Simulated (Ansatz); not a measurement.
The system is MgNi3B.

```xyz
5
Lattice="3.8624 0.0000 0.0000 0.0000 3.8624 0.0000 0.0000 0.0000 3.8624" Properties=species:S:1:pos:R:3 pbc="T T T"
Ni    0.0000    0.0000    1.9312
Ni    0.0000    1.9312    0.0000
Ni    1.9312    0.0000    0.0000
Mg    1.9312    1.9312    1.9312
B     0.0000    0.0000    0.0000
```

The cell comes from a database or a generator and needn't be the stable form of this composition.

Base run:

| Property | Result |
| --- | --- |
| Program | Ansatz 0.2.0 |
| Functional | LDA |
| Potentials or basis | all-electron LAPW, scalar-relativistic |
| Cutoff | 347 eV (chosen from the basis error) |
| Basis error allowed | 0.002 eV/atom |
| k mesh | 7 × 7 × 7 |
| Occupations | fermi-dirac, width 0.05 eV |
| Spin | collinear spin, ferromagnetic start |
| Starting moments | [1.0, 1.0, 1.0, 0.0, 0.0] μB |

Its results: pressure -10.6 GPa; net moment 0.00 μB per cell.

Problem. The run is repeated on the same cell with these changes: functional from LDA to PBEsol. What comes out?

Solution. Pressure -5.3 GPa; net moment 0.00 μB per cell.

PBEsol binds less tightly than LDA, so the same cell stands under more pressure.

Caveats: the starting moments weren't kept.
